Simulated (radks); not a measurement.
**Pt⁶⁵⁺ in [Ne] 3s2 3p1: an all-electron calculation**

The task here is to estimate one member of a computed series from the others.

The numbers are computed with radks (a radial shooting solver on a logarithmic mesh, Libxc functionals) version 1 (Dirac Kohn-Sham, LDA (Slater exchange, Perdew-Wang correlation), spin-unpolarised, spherical densities, finite nucleus; open shells fill j = l - 1/2 first), except any that are marked as measured or tabulated.

## The system

- element: platinum (Z = 78)
- charge: +65
- electrons: 13
- configuration: [Ne] 3s2 3p1
- nuclear rms radius: 5.427 fm

Set-up of the first run:

Input:

```text
Z 78
configuration [Ne] 3s2 3p1 4s0 3d0 4p0 4f0
relativity Dirac
functional lda,pw
spin unpolarised
j_filling energy
nucleus finite rms 5.427 fm
c 137.035999084
```

Command:

```console
> python run_ks.py task.json out
```

All runs below come from this command, one after another.

One table of the session follows, with a row left open; its other results are not shown here.

It belongs to the step «Orbitals and density». Sizes of the orbitals, from the radial functions (bohr):

| level | <r> | outermost maximum (interpolated) | 90 % within | nodes |
| --- | --- | --- | --- | --- |
| 1s1/2 | 0.01716 | 0.0106 | 0.0313 | 0 |
| 2s1/2 | 0.07083 | 0.0611 | 0.111 | 1 |
| 2p1/2 | 0.05826 | 0.0450 | 0.0968 | 0 |
| 2p3/2 | 0.06637 | 0.0521 | 0.107 | 0 |
| 3s1/2 | 0.1714 | 0.164 | 0.250 | 2 |
| 3p1/2 | 0.1604 | 0.152 | 0.240 | 1 |
| 3p3/2 | 0.1724 | 0.164 | 0.256 | 1 |
| 3d3/2 | 0.1471 | 0.125 | 0.224 | 0 |
| 3d5/2 | 0.1509 | 0.128 | 0.229 | 0 |
| 4s1/2 | 0.3183 | 0.323 | 0.449 | 3 |
| 4p1/2 | ? | ? | ? | ? |
| 4p3/2 | 0.3250 | 0.331 | 0.463 | 2 |
| 4f5/2 | 0.2655 | 0.235 | 0.385 | 0 |
| 4f7/2 | 0.2678 | 0.237 | 0.388 | 0 |

Q: Estimate the row for 4p1/2 from the others.

The run gave: <r>: 0.3089; outermost maximum (interpolated): 0.314; 90 % within: 0.441; nodes: 2. In the column «<r>» it lies between 4f7/2 (0.2678) and 4s1/2 (0.3183).

Limits of these values: Spin polarisation and multiplet splitting are left out.
